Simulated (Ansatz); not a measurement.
**O: LAPW beside PAW**

The same cell of O is computed with full-potential LAPW, frozen-core PAW and all-electron PAW on datasets made for the crystal, to set the results side by side.

Method: DFT PBEsol, scalar-relativistic, in Ansatz 0.2.0.

## (1) The system as given

It takes space group P6_3/mmc (No. 194, hexagonal). Conventional cell: a = 2.561 Å, b = 2.561 Å, c = 6.575 Å, α = 90.00°, β = 90.00°, γ = 120.00°. Around O (site symmetry 3m) lie 1 O at 1.17 Å.

Coordinates:

```xyz
4
Lattice="2.5610 0.0000 0.0000 -1.2805 2.2179 0.0000 0.0000 0.0000 6.5750" Properties=species:S:1:pos:R:3 pbc="T T T"
O     0.0000    1.4786    1.0586
O     1.2805    0.7393    4.3461
O     0.0000    1.4786    2.2289
O     1.2805    0.7393    5.5164
```

The geometry is a database entry used as it stands. It may stem from high pressure or temperature, or be incomplete, so it serves as a test cell.

Atoms are numbered in the order of the input: O1, O2, O3, O4.

## (2) Full-potential LAPW

Contents of input.yaml:

```yaml
crystal:
  lattice:
    - [2.5609995414, 0.0, 0.0]
    - [-1.2804997707, 2.2178906619, 0.0]
    - [0.0, 0.0, 6.575]
  atoms:
    - { symbol: O, position: [0.3333333333, 0.6666666667, 0.161] }
    - { symbol: O, position: [0.6666666667, 0.3333333333, 0.661] }
    - { symbol: O, position: [0.3333333333, 0.6666666667, 0.339] }
    - { symbol: O, position: [0.6666666667, 0.3333333333, 0.839] }
kpoints:
  mp_grid: { grid: [13, 13, 5] }
  band_path:
    path:
      - [0.0, 0.0, 0.0]
      - [0.5, 0.0, 0.0]
      - [0.3333333333, 0.3333333333, 0.0]
      - [0.0, 0.0, 0.0]
      - [0.0, 0.0, 0.5]
      - [0.5, 0.0, 0.5]
      - [0.3333333333, 0.3333333333, 0.5]
      - [0.0, 0.0, 0.5]
      - [0.5, 0.0, 0.5]
    npoints: 14
scf:
  occupations: { method: fermi_dirac, width: 0.03 }
hamiltonian:
  xc: pbesol
  pseudopotentials: { kind: all_electron, lapw: { basis_error: 0.001 } }
output:
  forces: true
  stress: true
  eigenvalues: true
  populations: true
  dos: { projected: true, de: 0.2, e_range: [-14, 8] }
```

The run is started by

```console
ansatz run input.yaml --threads 1 --pin off --max-ram 4096MiB --backend cpu --events-out ev --progress --plain --runs-dir out
```

## (3) Frozen-core PAW

Changes to input.yaml since step 2:

```diff
@@ -28,3 +28,3 @@
   xc: pbesol
-  pseudopotentials: { kind: all_electron, lapw: { basis_error: 0.001 } }
+  pseudopotentials: { kind: paw }
 output:
@@ -33,3 +33,9 @@
   eigenvalues: true
+  efg: { contact_densities: true }
   populations: true
+  bader: true
   dos: { projected: true, de: 0.2, e_range: [-14, 8] }
+  write_density: true
+  write_potential: true
+  elf: true
+  volumetric_format: npy
```

## (4) All-electron PAW on datasets made for the crystal

Changes to input.yaml since step 3:

```diff
@@ -23,3 +23,3 @@
       - [0.5, 0.0, 0.5]
-    npoints: 14
+    npoints: 8
 scf:
@@ -28,3 +28,3 @@
   xc: pbesol
-  pseudopotentials: { kind: paw }
+  pseudopotentials: { kind: all_electron, datasets: crystal }
 output:
@@ -34,8 +34 @@
   efg: { contact_densities: true }
-  populations: true
-  bader: true
-  dos: { projected: true, de: 0.2, e_range: [-14, 8] }
-  write_density: true
-  write_potential: true
-  elf: true
-  volumetric_format: npy
```

(Steps that only read results are left out.)

Q: Predict the outcome of this session. Wanted: pressure; gap; largest force; Bader charges; highest ELF.

As calculated:

| quantity | value |
| --- | --- |
| pressure | LAPW 11.24, PAW 10.70, crystal datasets 11.25 GPa |
| gap (LAPW) | none |
| largest force | LAPW 2.765, PAW 2.592, crystal datasets 2.766 eV/Å |
| Bader charges (PAW) | O1 +0.00 e |
| highest ELF (PAW) | 0.89, 0.52 Å from O |

What this shows: The pressure of 11.2 GPa pushes the cell to expand, with the atoms held in place. There is no gap at this level; the crystal is a metal here. Within 0.3 eV of the Fermi level the largest projected share is O 2p (100 %). The projection holds only the free atom's occupied shells (O 2s, O 2p in this range). The field gradient at O1, the largest by crystal datasets, is 11.01 by PAW and 10.42 by crystal datasets (10²¹ V/m²); frozen cores can miss part of the core's response. In pressure, PAW differs from LAPW by -0.54 GPa. The forces differ by at most 174 meV/Å in a component, on a largest force of 2.765 eV/Å. LAPW took about 6 times as long as PAW (95 s against 16 s, on a shared host and with the outputs that each input asks for). Solid oxygen carries moments on its molecules; these runs leave spin out.
